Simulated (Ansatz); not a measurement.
# C₂H₇GaO: one species, many methods

Aim: compute C₂H₇GaO with functionals from several rungs and with coupled cluster, and see how far each lands from CCSD(T) at the basis-set limit for the atomisation energy.

Computed with Ansatz 0.2.0, Gaussian basis. Level: functionals in def2-TZVPP, the program's frozen cores in correlated methods.

Levels to be run: PBE-D4, r2SCAN-D4, PBE0-D4, B3LYP-D4, ωB97X-V, ωB97M-V, B2PLYP; CCSD(T)/def2-TZVPP; MP2/def2-QZVPP; extrapolation to the limit.

## Step 1: The geometry

An earlier PBE0-D4 in a triple-zeta def2 set relaxation fixed the geometry.

SMILES `[CH3][GaH][CH2]O`, 11 atoms, charge 0, spin multiplicity 1.

Atoms are counted from 1 here; the program's logs count them from 0.

Bond lengths: C1–Ga2 1.971 Å, C1–H5 1.092 Å, C1–H6 1.095 Å, C1–H7 1.091 Å, Ga2–C3 1.992 Å, Ga2–H8 1.577 Å, C3–O4 1.423 Å, C3–H9 1.102 Å, C3–H10 1.095 Å, O4–H11 0.959 Å. Angles: Ga2–C1–H5 112.0°, Ga2–C1–H6 109.6°, Ga2–C1–H7 111.4°, H5–C1–H6 107.9°, H5–C1–H7 108.8°, H6–C1–H7 107.1°, C1–Ga2–C3 118.7°, C1–Ga2–H8 121.2°, C3–Ga2–H8 120.1°, Ga2–C3–O4 115.4°, Ga2–C3–H9 110.2°, Ga2–C3–H10 108.2°, O4–C3–H9 111.2°, O4–C3–H10 106.2°, H9–C3–H10 105.0°, C3–O4–H11 108.8°.

## Step 2: PBE-D4 (GGA)

in.yaml reads:

```yaml
crystal:
  periodic: [false, false, false]
  atoms:
    - {symbol: C, position_ang: [-1.115774, 1.387049, -0.105545]}
    - {symbol: Ga, position_ang: [0.383202, 0.331336, -0.829872]}
    - {symbol: C, position_ang: [0.948866, -1.316337, 0.136522]}
    - {symbol: O, position_ang: [0.075295, -1.745095, 1.175060]}
    - {symbol: H, position_ang: [-1.786435, 0.778505, 0.504385]}
    - {symbol: H, position_ang: [-0.726209, 2.193208, 0.524990]}
    - {symbol: H, position_ang: [-1.695056, 1.855820, -0.903040]}
    - {symbol: H, position_ang: [1.156122, 0.792073, -2.124425]}
    - {symbol: H, position_ang: [1.980850, -1.205138, 0.505412]}
    - {symbol: H, position_ang: [0.992346, -2.138037, -0.585830]}
    - {symbol: H, position_ang: [-0.147911, -0.990384, 1.722743]}
basis:
  gaussian: {orbitals: def2-TZVPP}
hamiltonian: {xc: pbe, dispersion: d4}
output: {forces: true, orbitals: {seedname: orbitals}}
```

Command:

```sh
$ ansatz run in.yaml --threads 4 --pin off --events-out ev --progress --plain --max-ram 10444MiB
```

The runs that follow: r2SCAN-D4 (meta-GGA); PBE0-D4 (hybrid); B3LYP-D4 (hybrid); ωB97X-V (range-separated); ωB97M-V (range-separated); B2PLYP (double hybrid); CCSD(T) in def2-TZVPP; MP2 in def2-QZVPP.

Before running them: what should the planned runs give, taken together? Wanted: atomisation energy, CCSD(T)/CBS; farthest; mean size of error, hybrid; mean size of error, range-separated; gap, smallest and largest; T1 diagnostic; triples share of the correlation energy.

The runs gave:

| quantity | value |
| --- | --- |
| atomisation energy, CCSD(T)/CBS | 896.7 kcal/mol |
| functionals within 9.0 kcal/mol (1.0 %) | PBE-D4, r2SCAN-D4, PBE0-D4, B3LYP-D4, ωB97X-V, ωB97M-V |
| farthest | B2PLYP (-13.8 kcal/mol) |
| mean size of error, hybrid | 5.6 kcal/mol |
| mean size of error, range-separated | 2.1 kcal/mol |
| gap, smallest and largest | 3.50 eV (PBE-D4), 9.95 eV (ωB97X-V) |
| T1 diagnostic | 0.0116 |
| triples share of the correlation energy | 3.7 % |

PBE-D4 is off by +8.9 kcal/mol. Double hybrids carry the basis error of their MP2 part in triple zeta, and no dispersion term here, so their miss is partly the set-up's. The reference freezes the cores and leaves out relativity and excitations past (T), and its outer-core shells are covered unevenly, so misses under about 9.0 kcal/mol can't be ranked. Hartree-Fock recovers 72 % of the binding; the rest is correlation. Orbital gaps span 3.5 to 10.0 eV; exact exchange widens them. Correlated methods include outer-core shells of Ga, which these sets cover unevenly.
